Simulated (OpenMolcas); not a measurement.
# Co³⁺ among point charges: CASSCF and CASPT2 levels and susceptibility

Aim: the splitting of the states of Co³⁺ in the field of 6 point charges, its lowest levels with spin-orbit coupling and its magnetic susceptibility.

Method: state-averaged CASSCF and CASPT2, spin-orbit coupling by RASSI with atomic mean-field integrals. Code: OpenMolcas 26.06.

### 1 The system

* Species: Co³⁺ (cobalt, Z = 27, 24 electrons)
* Basis: ANO-RCC-VDZP [5s4p2d1f], 34 functions
* Scalar Hamiltonian: DKH2, point nucleus
* Inactive shells: 1s 2s 2p 3s 3p
* Active space: 6 electrons in 5 orbitals (3d)
* Some configurations of this space: 3d⁶
* Orbitals: optimised for each spin and parity, averaged over all roots

Outer shells as boxes (Hund's rule):

3d6
```
3d [↑↓][↑ ][↑ ][↑ ][↑ ]
```

The ion sits among 6 point charges of -1.5 e arranged as a trigonal antiprism (D3d), 1.8 Å from the ion, with a polar angle of 48.7° against the regular 54.74°.

The work runs as a chain of OpenMolcas steps in one folder; each step below is one input file. Labels, J, g values, rates, χT and fits are worked out afterwards by a script from the matrices that RASSI stores. The input lists half of the charges; inversion (Group=XYZ) makes the rest.

### 2 GATEWAY and SEWARD: basis and integrals

a.inp

```
&GATEWAY
Coord
1

Co 0.0 0.0 0.0
Basis=ANO-RCC-VDZP
Group=XYZ
NoMove
AngMom=0.0 0.0 0.0
AMFI
XField
3 Angstrom 0
0.000000 1.352580 1.187656 -1.500000
1.171369 -0.676290 1.187656 -1.500000
1.171369 0.676290 -1.187656 -1.500000
&SEWARD
```

Command:

```sh
$ OMP_NUM_THREADS=1 MOLCAS_MEM=1689 MOLCAS_PROJECT=a pymolcas a.inp > a.log
```

### 3 Reference wave functions, quintets of even parity, 5 roots

a.inp

```
&RASSCF
FileOrb=start.orb
Symmetry=1
Spin=5
nActEl=6 0 0
Inactive=3 6
Ras2=5 0
CIRoot=5 5 1
SDav=5
CIMx=300
Iter=120 100
PrWF=0.3
OrbListing=Nothing
MaxOrb=0
>>> COPY $Project.JobIph JOB001
```

start.orb holds the contracted functions of the basis, ordered by shell, or the orbitals of the step before.

### 4 Reference wave functions, triplets of even parity, 45 roots

a.inp

```
&RASSCF
FileOrb=start.orb
Symmetry=1
Spin=3
nActEl=6 0 0
Inactive=3 6
Ras2=5 0
CIRoot=45 45 1
SDav=45
CIMx=300
Iter=120 100
PrWF=0.3
OrbListing=Nothing
MaxOrb=0
>>> COPY $Project.JobIph JOB002
```

### 5 Reference wave functions, singlets of even parity, 50 roots

a.inp

```
&RASSCF
FileOrb=start.orb
Symmetry=1
Spin=1
nActEl=6 0 0
Inactive=3 6
Ras2=5 0
CIRoot=50 50 1
SDav=50
CIMx=300
Iter=120 100
PrWF=0.3
OrbListing=Nothing
MaxOrb=0
>>> COPY $Project.JobIph JOB003
```

### 6 State interaction with spin-orbit coupling

a.inp

```
&RASSI
NrOfJobIphs=3 5 45 50
1 2 3 4 5
1 2 3 4 5 6 7 8 9 10 11 12 13 14 15 16 17 18 19 20 21 22 23 24 25 26 27
28 29 30 31 32 33 34 35 36 37 38 39 40 41 42 43 44 45
1 2 3 4 5 6 7 8 9 10 11 12 13 14 15 16 17 18 19 20 21 22 23 24 25 26 27
28 29 30 31 32 33 34 35 36 37 38 39 40 41 42 43 44 45 46 47 48 49 50
IphNames
JOB001
JOB002
JOB003
EJob
SpinOrbit
DIPRint=1.0
SOCoupling=1000.0
Subsets=2
Property=9
'ANGMOM' 1 'ANGMOM' 2 'ANGMOM' 3 'MLTPL  1' 1 'MLTPL  1' 2 'MLTPL  1' 3
'AMFI' 1 'AMFI' 2 'AMFI' 3
SOProperty=3
'ANGMOM' 1 'ANGMOM' 2 'ANGMOM' 3
```

### 7 CASPT2: IPEA 0.25, imaginary shift 0.1 (closed shells correlated: 3s 3p)

a.inp

```
>>> COPY JOB001 $Project.JobIph
&CASPT2
Multistate=5 1 2 3 4 5
NoMult
Frozen=2 3
IPEA=0.25
Imaginary=0.1
MaxIter=60
WThr=0.0 0.3 0.05
PrWF=0.5
NoMix
>>> COPY JOB002 $Project.JobIph
&CASPT2
Multistate=45 1 2 3 4 5 6 7 8 9 10 11 12 13 14 15 16 17 18 19 20 21 22
23 24 25 26 27 28 29 30 31 32 33 34 35 36 37 38 39 40 41 42 43 44 45
NoMult
Frozen=2 3
IPEA=0.25
Imaginary=0.1
MaxIter=60
WThr=0.0 0.3 0.05
PrWF=0.5
NoMix
>>> COPY JOB003 $Project.JobIph
&CASPT2
Multistate=50 1 2 3 4 5 6 7 8 9 10 11 12 13 14 15 16 17 18 19 20 21 22
23 24 25 26 27 28 29 30 31 32 33 34 35 36 37 38 39 40 41 42 43 44 45 46
47 48 49 50
NoMult
Frozen=2 3
IPEA=0.25
Imaginary=0.1
MaxIter=60
WThr=0.0 0.3 0.05
PrWF=0.5
NoMix
```

(Steps that only read results are left out.)

What does the calculation give? Wanted: spin-free ground state; first state of the same spin within the active space; lowest level; next level.

As calculated:

```
                                            quantity                                                                        value
                                              method  SS-CASPT2, IPEA 0.25, imaginary shift 0.1 (closed shells correlated: 3s 3p)
                              spin-free ground state                                               5E, 2-fold in its orbital part
first state of the same spin within the active space                                                             5A1 at 4450 cm⁻¹
                                        lowest level                                              2-fold E, g = 0.00, 0.00, 11.59
                                          next level                                                                   264.5 cm⁻¹
                                         χT at 300 K                                                               4.77 cm³ K/mol
                           effective moment at 300 K                                                                      6.17 μB
```

Cost by method:

```tsv
method	time of its own steps	time with the reference
A. CASSCF	36 s	36 s
B. SS-CASPT2, IPEA 0.25, imaginary shift 0.1, +3s 3p	9.6 s	46 s
```

Times are of one thread on a shared host.

In words: The spin-free ground state (5E) comes to 100 % from free-ion D terms and keeps the highest spin of the shell. χT at 300 K is 4.77, against 3.01 cm³ K/mol for the spin alone, so orbital moment adds to it. An active space of the d shell alone favours high spin; real ions in strong fields can be low spin. CASPT2 does not keep the components of a term degenerate, and the means are used. The field of point charges can differ much from that of real complexes. With metal d orbitals alone active, the gaps between spin states are rough; where two lie within a few thousand cm-1, their order is open. This is an electrostatic model: the charges have no orbitals.
